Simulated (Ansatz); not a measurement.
# FH6O2ScSi2: ionisation energy by level of theory

How much energy removes an electron from FH6O2ScSi2 at fixed geometry? The cation is run at each level and the neutral's energy taken from earlier runs.

The runs use Ansatz 0.2.0, Gaussian basis; unrestricted cation, the program's frozen cores in correlated methods.

Plan: UKS PBE-D4/def2-TZVPP; UKS r2SCAN-D4/def2-TZVPP; UKS PBE0-D4/def2-TZVPP; UKS B3LYP-D4/def2-TZVPP; UKS wB97X-V/def2-TZVPP; UKS wB97M-V/def2-TZVPP; UKS B2PLYP/def2-TZVPP; UHF-CCSD(T)/def2-TZVPP; UHF-MP2/def2-QZVPP; extrapolation to the limit; then −ε(HOMO) from the neutral's earlier runs with LDA (SPW92), PBE-D4, revPBE-D4, BLYP-D4, r2SCAN-D4, B97M-V, PBE0-D4, B3LYP-D4, r2SCANh-D4, r2SCAN0-D4, HSE06-D4, BHLYP-D4, CAM-B3LYP-D4, LC-ωPBE, ωB97X-V, ωB97M-V.

## 1. The geometry

All runs share one geometry, relaxed beforehand with PBE0-D4 in a triple-zeta def2 set.

SMILES `[F][Sc]([O][SiH3])[O][SiH3]`, 12 atoms, charge 0, spin multiplicity 1.

Atoms are counted from 1 here; the program's logs count them from 0.

Bond lengths: F1–Sc2 1.847 Å, Sc2–O3 1.884 Å, Sc2–O5 1.884 Å, O3–Si4 1.632 Å, Si4–H7 1.488 Å, Si4–H8 1.488 Å, Si4–H9 1.488 Å, O5–Si6 1.632 Å, Si6–H10 1.488 Å, Si6–H11 1.488 Å, Si6–H12 1.488 Å. Angles: F1–Sc2–O3 120.0°, F1–Sc2–O5 120.0°, O3–Sc2–O5 120.0°, Sc2–O3–Si4 178.1°, O3–Si4–H7 110.1°, O3–Si4–H8 110.6°, O3–Si4–H9 110.2°, H7–Si4–H8 108.7°, H7–Si4–H9 108.7°, H8–Si4–H9 108.6°, Sc2–O5–Si6 177.7°, O5–Si6–H10 110.2°, O5–Si6–H11 110.6°, O5–Si6–H12 110.1°, H10–Si6–H11 108.6°, H10–Si6–H12 108.7°, H11–Si6–H12 108.7°.

## 2. Cation, UKS PBE-D4/def2-TZVPP

Input file in.yaml:

```yaml
crystal:
  periodic: [false, false, false]
  atoms:
    - {symbol: F, position_ang: [-3.033726, 0.504801, -0.862930]}
    - {symbol: Sc, position_ang: [-1.279339, 0.217163, -0.363046]}
    - {symbol: O, position_ang: [-0.893054, -0.799104, 1.175876]}
    - {symbol: Si, position_ang: [-0.505624, -1.674814, 2.497659]}
    - {symbol: O, position_ang: [0.124155, 0.936126, -1.394524]}
    - {symbol: Si, position_ang: [1.383097, 1.528185, -2.247950]}
    - {symbol: H, position_ang: [0.176045, -2.934986, 2.094445]}
    - {symbol: H, position_ang: [-1.728162, -2.021474, 3.271451]}
    - {symbol: H, position_ang: [0.409289, -0.898472, 3.378299]}
    - {symbol: H, position_ang: [2.313192, 2.263983, -1.348565]}
    - {symbol: H, position_ang: [0.905848, 2.462761, -3.302550]}
    - {symbol: H, position_ang: [2.128290, 0.415842, -2.898154]}
basis:
  gaussian: {orbitals: def2-TZVPP}
total_charge: 1
magnetization: {spin_polarized: true, initial_magnetization: 1}
hamiltonian: {xc: pbe, dispersion: d4}
```

Launch:

```sh
$ ansatz run in.yaml --threads 2 --pin off --events-out ev --progress --plain --max-ram 20480MiB --backend cpu
```

After this run come: Cation, UKS r2SCAN-D4/def2-TZVPP; Cation, UKS PBE0-D4/def2-TZVPP; Cation, UKS B3LYP-D4/def2-TZVPP; Cation, UKS wB97X-V/def2-TZVPP; Cation, UKS wB97M-V/def2-TZVPP; Cation, UKS B2PLYP (frozen core)/def2-TZVPP; Cation, UHF-CCSD(T)/def2-TZVPP; Cation, UHF-MP2/def2-QZVPP.

**Question.** What will the summary of the whole plan be? Wanted: ionisation energy, CCSD(T)/CBS; nearest functional by difference; nearest −ε(HOMO); −ε(HOMO) of PBE; T1 of the cation.

The runs gave:

| quantity | value |
| --- | --- |
| ionisation energy, CCSD(T)/CBS | 11.30 eV |
| nearest functional by difference | ωB97X-V (-0.28 eV) |
| nearest −ε(HOMO) | LC-ωPBE (+0.09 eV) |
| −ε(HOMO) of PBE | 7.21 eV |
| T1 of the cation | 0.048 |

**Reading.** Energy differences with functionals land within 1.70 eV of the reference. The PBE orbital energy is 4.1 eV too small: a semilocal HOMO is no ionisation energy. Among orbital estimates LC-ωPBE comes nearest. Hartree-Fock falls 1.15 eV short, as the neutral has more correlation energy than the cation. The cation's T1 (from the report) is 0.048, above the customary mark of 0.045 for open shells, so the coupled-cluster value is less safe. Correlated methods include outer-core shells of Sc, which these sets cover unevenly.
